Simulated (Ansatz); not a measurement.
I need a check of PAW against all-electron LAPW of La3Hf, space group Pm-3m. Use the Python package of Ansatz (0.2.0). Use (first run): PBEsol, PAW, the default cutoff (420 eV here), 4×4×4 k-points, cold smearing of 0.1 eV.

```
La Hf
1.0
     5.04513    0.00000    0.00000
     0.00000    5.04513    0.00000
     0.00000    0.00000    5.04513
La Hf
3 1
Cartesian
  0.0000 2.5226 2.5226
  2.5226 0.0000 2.5226
  2.5226 2.5226 0.0000
  0.0000 0.0000 0.0000
```

`run_paw_lapw.py`:
```python
import ansatz as az
import numpy as np
import pandas as pd


def count_gap(report):
    # lowest empty less highest filled band, counting bands; zero where they overlap
    return max(report.get("gap_by_band_count_ev") or 0.0, 0.0)


def main() -> None:
    cell = (
        az.Lattice.cubic(5.045132)
        .space_group(221)
        .atom("La", (0.0, 0.5, 0.5))
        .atom("Hf", (0.0, 0.0, 0.0))
    )

    model = cell.calculation()
    model = model.functional("pbesol").kpoints(4)
    model = model.occupations("cold")
    model = model.scf(tolerance=1e-09)
    model = model.stress().forces()
    model = model.band_table()
    variants = {
        "PAW": model.pseudopotentials("paw"),
        "LAPW": model.pseudopotentials("all_electron", lapw=True),
    }
    rows = []
    for label, variant in variants.items():
        summary = variant.run().report
        levels = np.array(summary["eigenvalues_ev"][0]) - summary["fermi_energy_ev"]
        print(label, "levels at the first k-point near E_F:", np.round(levels[np.abs(levels) < 5], 3))
        rows.append((label, summary["n_electrons"], np.trace(summary["stress_gpa"]) / 3, count_gap(summary)))
    print(pd.DataFrame(rows, columns=["treatment", "electrons in bands", "P GPa", "gap by band count eV"]).round(4).to_string(index=False))


if __name__ == "__main__":
    main()
```

```console
$ python run_paw_lapw.py
DeckWarning: basis.ecutwfc = 420 eV, auto-derived from the records' recommended cutoffs: set by La (normal level)
DeckWarning: output.stress: scf.convergence.dr2_threshold = 1e-9 eV is looser than the 4e-10 eV advised for a printed stress (1e-10 eV for each atom of the cell: 4). What an SCF threshold leaves in a [...]
PAW levels at the first k-point near E_F: [-4.362 -2.579 -2.084 -2.084 -1.629 -1.629 -1.629  1.384  1.384  1.384
  1.602  1.787  1.787]
LAPW levels at the first k-point near E_F: [-4.364 -2.58  -2.086 -2.086 -1.63  -1.63  -1.63   1.381  1.381  1.381
  1.62   1.803  1.803  1.803  2.049  2.049  2.049  2.123  2.123]
treatment  electrons in bands   P GPa  gap by band count eV
      PAW                59.0 -2.8160                   0.0
     LAPW               123.0 -2.7819                   0.0
```
(Warnings from the package without file and line, shortened.)

PAW gives -2.816 GPa and LAPW -2.782 GPa, 0.034 GPa apart. They took 2.0 and 13.4 s of processor time.

Caveats:
- No spin polarisation was allowed.
- The computed bands are complete only to about 1.3 eV above the Fermi level.
- The mesh is modest for a metal, so energies can be off by several to tens of meV an atom and pressures by half a GPa or more; differences at equal mesh fare better.
- A gap by band count of zero or less means overlapping bands, a metal, and at an odd count of electrons it is no gap at all.
- This cell is a computed structure, which may not be the phase found in nature.
- Levels are Kohn-Sham eigenvalues on this mesh, without spin-orbit coupling.
- Pressure is positive in compression; the treatments may keep other shells as core, so totals and counts of electrons can differ.
- Run time: 16 s on 1 thread of Intel(R) Xeon(R) 6975P-C (Granite Rapids), on a shared host, peak memory 0.65 GiB.
